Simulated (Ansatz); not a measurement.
# MgBeZnCdTe4: the cost of one run

Method: DFT PBE, scalar-relativistic, plane waves, PAW, in Ansatz 0.2.0.

### 1 The starting structure

The cell holds 24 atoms (Be3Cd3Mg3Te12Zn3): a = 7.560 Å, b = 10.455 Å, c = 10.569 Å, α = 78.34°, β = 69.34°, γ = 69.13°.

The sites of an ideal wurtzite lattice, at a guessed lattice constant, take 3 Zn, 3 Cd, 3 Mg, 3 Be; 12 Te (sublattices apart by semicolons), with a shake of 0.02 Å. Warren-Cowley parameters of the first shell (negative: unlike neighbours preferred): Be-Cd +0.11, Be-Mg +0.00, Be-Zn -0.22, Cd-Mg +0.00, Cd-Zn +0.00, Mg-Zn +0.11. In a cell this small the draw can fall short of the order aimed at.

The coordinates stand in the first input below.

### 2 The final cell at tighter settings

Input file input.yaml:

```yaml
crystal:
  lattice:
    - [6.5477759641, 3.7789352855, -0.02827088]
    - [-0.0475132308, 7.5872819723, 7.192680216]
    - [6.5939562788, -3.9118058662, 7.275024493]
  atoms:
    - { symbol: Be, position: [0.1833274665, 0.1639435842, 0.8255642279] }
    - { symbol: Be, position: [0.6699092724, 0.3361705272, 0.6750780008] }
    - { symbol: Be, position: [0.5759039552, 0.7606813669, 0.7462630845] }
    - { symbol: Mg, position: [0.0861942739, 0.2443512089, 0.2522528639] }
    - { symbol: Mg, position: [0.0927575355, 0.580520571, 0.9035682796] }
    - { symbol: Mg, position: [0.6036446269, 0.4052886494, 0.0647193323] }
    - { symbol: Zn, position: [0.6682832543, 0.0072451388, 0.9891850455] }
    - { symbol: Zn, position: [0.0661680606, 0.9315659255, 0.5999226591] }
    - { symbol: Zn, position: [0.5788184463, 0.0841902335, 0.4351707697] }
    - { symbol: Cd, position: [0.1592176802, 0.4980058458, 0.5143219038] }
    - { symbol: Cd, position: [0.1691771487, 0.8402774825, 0.1562528674] }
    - { symbol: Cd, position: [0.6541513692, 0.6715369865, 0.3460027657] }
    - { symbol: Te, position: [0.0176546601, 0.3301233891, 0.0007440443] }
    - { symbol: Te, position: [0.9375482215, 0.7123067827, 0.6912423181] }
    - { symbol: Te, position: [0.9711641674, 0.0149652361, 0.3707618929] }
    - { symbol: Te, position: [0.5055835313, 0.53260252, 0.8250513531] }
    - { symbol: Te, position: [0.4619751127, 0.8615384855, 0.5463868944] }
    - { symbol: Te, position: [0.4950355943, 0.1712183593, 0.1961584426] }
    - { symbol: Te, position: [0.8722037734, 0.4202015789, 0.4595257127] }
    - { symbol: Te, position: [0.8802215709, 0.7742743009, 0.0939680332] }
    - { symbol: Te, position: [0.8985400883, 0.1296056474, 0.7730275618] }
    - { symbol: Te, position: [0.3947759529, 0.5918056401, 0.2634550999] }
    - { symbol: Te, position: [0.4027963799, 0.9467195268, 0.9094373552] }
    - { symbol: Te, position: [0.4114515372, 0.2634849473, 0.6296783642] }
  symmetry: { detect: false }
basis:
  ecutwfc: 420
kpoints:
  mp_grid: { grid: [3, 2, 2] }
hamiltonian:
  xc: pbe
scf:
  occupations: { method: gaussian, width: 0.1 }
  lower_state_search: "off"
output:
  forces: true
  stress: true
  eigenvalues: true
relax:
  adjacent_minimum: "off"
  f_tol: 0.04
  max_steps: 25
  cell: { stress_tol: 0.3 }
```

On the command line:

```console
ansatz run input.yaml --threads 4 --pin off --max-ram 9216MiB --backend cpu --events-out ev --progress --plain --runs-dir out
```

Q: Estimate wall time and peak memory on 4 threads of Intel Xeon Platinum 8488C (Sapphire Rapids), shared host.

About 46 s, with a peak of 3.2 GiB.
